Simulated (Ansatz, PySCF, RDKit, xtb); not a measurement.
# Solving CH3AuMg, step by step

Given the formula CH3AuMg and nothing else, which arrangement of the atoms is the most stable in the gas at 600 K, and what are its properties?

Plan: many cheap relaxations first (GFN2-xTB), then density-functional screening, relaxation at PBE0-D3(BJ)/def2-SVP, vibrations and a final energy. The numbers are computed, not measured.

6 further runs of the same task are left out: 6 set aside as unsound or not needed.

### 1 Drawing up candidates

All bonding patterns within simple valence rules are listed by program: one Lewis structure each, at most two rings and one unusual centre or charged pair. O–O, O–halogen and N–halogen bonds and N–N–N chains are not drawn. That gives 3 candidates.

| label | SMILES | spin |
| --- | --- | --- |
| c156 | [MgH][CH2][Au] | singlet |
| c540 | [CH2+][Au-][MgH] | singlet |
| c777 | [CH3][Mg][Au] | singlet |

Candidates are built by distance geometry, with a force field where one applies, in up to four conformers (letters a to d). 6 starts with atoms placed at random are added, to find patterns that the rules miss.

Q: Predict the outcome of this search (final energies at CCSD(T)/def2-TZVPP).

| quantity | value |
| --- | --- |
| lowest structure found | [CH3][Mg][Au], singlet, C3v |
| next finalist | [CH3][Au][Mg] ‡, singlet, 17.7 kcal/mol higher in G |
| share at equilibrium, among the finalists | 100.0 % |
| harmonic wavenumbers, lowest and highest (PBE0-D3(BJ)/def2-SVP) | 104 and 3140 cm⁻¹ |
| rotational constants, same geometry | 5.3, 0.04169 cm⁻¹ |
| dipole moment (PBE0/def2-TZVPD) | 0.30 D |
| HOMO energy (PBE0/def2-TZVPD) | -6.49 eV |
| LUMO energy (PBE0/def2-TZVPD) | -1.57 eV |
| HOMO–LUMO gap (PBE0/def2-TZVPD) | 4.92 eV |
| lowest excitation (TD-PBE0/def2-SVPD) | 4.16 eV (f = 0.313) |
| lowest triplet excitation, same level, Tamm-Dancoff | 3.27 eV |
| vertical ionisation energy | 8.35 eV |
| vertical electron affinity | 0.18 eV |
| vertical triplet less singlet | +3.21 eV |

`[CH3][Mg][Au]` comes out lowest. The margin of 17.7 kcal/mol over the next finalist is beyond the usual error of the last level; it says nothing of structures that weren't ranked. GFN2-xTB, r2SCAN-D4/def2-SVP, PBE0-D3(BJ)/def2-SVP, HF/def2-TZVPP and MP2/def2-TZVPP already put its bonding pattern lowest among the structures in one piece. Spin-orbit coupling, which matters for elements this heavy, is left out. Lowest found is not proven lowest: the search is finite, and each finalist counts with one conformer. Patterns outside the rules of the enumeration were met only by chance. Bonds to the alkali or alkaline-earth atom are largely ionic, and its place along soft bends is ill-defined. The lowest isomer need not be the one that is made and kept in a bottle, which depends on barriers.

‡ marks the bonded skeleton alone, with all bonds drawn single: no Lewis structure was assigned that passes a check against the bond lengths.
